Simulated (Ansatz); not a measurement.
**GeH5NTe: energy of protonation at one site from a Python script**

Aim: the energy of protonation at one site, for GeH5NTe, run from a script. SMILES: [NH2][GeH2][TeH].

Computed with Ansatz 0.2.0, driven from Python. Level of theory: PBE0/def2-SVP.

**1. Starting point**

Bond lengths: N1–Ge2 1.815 Å, Ge2–Te3 2.546 Å, N1–H4 1.093 Å, N1–H5 1.048 Å, Ge2–H6 1.556 Å, Ge2–H7 1.572 Å, Te3–H8 1.674 Å. Angles: N1–Ge2–Te3 107.3°, N1–Ge2–H6 110.6°, N1–Ge2–H7 110.6°, Te3–Ge2–H6 110.3°, Te3–Ge2–H7 109.4°, H6–Ge2–H7 108.7°, Ge2–N1–H4 103.8°, Ge2–N1–H5 110.7°, H4–N1–H5 103.0°, Ge2–Te3–H8 90.9°.

The script holds or builds the structure itself.

**2. Script**

pa_geh5nte.py reads:

```python
'''Adding a proton to GeH5NTe.'''

import ansatz as az
import numpy as np

BASIS_SET = 'def2-SVP'
XC = 'pbe0'
CHARGE = 1
FORCE_TOL = 0.01

GEOMETRY = '''
N    -1.06910    0.31360   -0.73530
Ge    0.44870    0.40100    0.25600
Te    1.31130   -1.97860    0.53450
H    -1.33290    1.36150   -0.89980
H    -0.86090   -0.03220   -1.70220
H     0.15710    1.03500    1.64710
H     1.53740    1.26820   -0.47370
H    -0.09950   -2.42570    1.31760
'''

molecule = az.Crystal.molecule()
for line in GEOMETRY.strip().splitlines():
    symbol, *xyz = line.split()
    molecule = molecule.atom(symbol, [float(v) for v in xyz])

model = (
    molecule.calculation()
    .basis(gaussian=BASIS_SET)
    .functional(XC)
)
symbols = [site.symbol for site in molecule.cartesian_sites]
start = np.array([site.position_ang for site in molecule.cartesian_sites], dtype=float)
data = model.relax(force_tolerance=0.01).run().report
end = np.array(data['positions_ang'])

# start the new hydrogen opposite the existing bonds
away = sum((end[0] - end[j]) / np.linalg.norm(end[0] - end[j]) for j in [1, 3, 4]) + np.array([0.15, 0.1, -0.2])
proton = end[0] + 1.0 * away / np.linalg.norm(away)
acid = az.Crystal.molecule()
for symbol, place in zip(symbols, end):
    acid = acid.atom(symbol, place.tolist())
acid = acid.atom('H', proton.tolist())
protonated = (
    acid.calculation()
    .basis(gaussian=BASIS_SET)
    .functional(XC)
    .charge(CHARGE)
    .relax(force_tolerance=FORCE_TOL, max_steps=80)
)
after = protonated.run().report
xyz = np.array(after['positions_ang'])
reach = np.linalg.norm(xyz[:-1] - xyz[-1], axis=1)
print(f'base {data["free_energy_ev"]:.5f} eV, protonated {after["free_energy_ev"]:.5f} eV')
print(f'the proton ends {reach.min():.3f} A from {symbols[reach.argmin()]}{reach.argmin()}')
print(f'electronic proton affinity {23.060548 * (data["free_energy_ev"] - after["free_energy_ev"]):.1f} kcal/mol')
```

**3. The input behind the calls**

The package turns the script's settings into the engine's input (first run):

```yaml
crystal:
  periodic: [false, false, false]
  atoms:
    - { symbol: "N", position_ang: [-1.0691, 0.3136, -0.7353] }
    - { symbol: Ge, position_ang: [0.4487, 0.401, 0.256] }
    - { symbol: Te, position_ang: [1.3113, -1.9786, 0.5345] }
    - { symbol: H, position_ang: [-1.3329, 1.3615, -0.8998] }
    - { symbol: H, position_ang: [-0.8609, -0.0322, -1.7022] }
    - { symbol: H, position_ang: [0.1571, 1.035, 1.6471] }
    - { symbol: H, position_ang: [1.5374, 1.2682, -0.4737] }
    - { symbol: H, position_ang: [-0.0995, -2.4257, 1.3176] }
basis:
  gaussian:
    orbitals: def2-SVP
hamiltonian:
  xc: pbe0
relax:
  f_tol: 0.01
```

**4. Launch**

On the command line:

```sh
$ python pa_geh5nte.py
```

**Question.** What results will this script give? Wanted: electronic proton affinity; moves of the relaxation of run 1; energy gained in run 1; last largest force component of run 1; moves of the relaxation of run 2; energy gained in run 2; last largest force component of run 2.

As calculated:

| quantity | value |
| --- | --- |
| electronic proton affinity | 231.5 kcal/mol |
| runs compared | 2 |
| moves of the relaxation of run 1 | 7 |
| energy gained in run 1 | 0.215 eV |
| last largest force component of run 1 | 0.0076 eV/Å |
| moves of the relaxation of run 2 | 8 |
| energy gained in run 2 | 0.642 eV |
| last largest force component of run 2 | 0.0079 eV/Å |

In words: Run 1: The relaxation took 7 moves; the largest shift is 0.220 Å, of atom 7 (H). Run 2: The relaxation took 8 moves; the largest shift is 0.602 Å, of atom 8 (H). What to keep in mind:
- The proton is put on one chosen atom, which needn't be the most basic site, so the molecule's proton affinity can be higher; the ends are stationary points, not checked by frequencies, and zero-point and thermal terms count only where printed.
- def2 sets replace the cores of elements past krypton by effective core potentials.
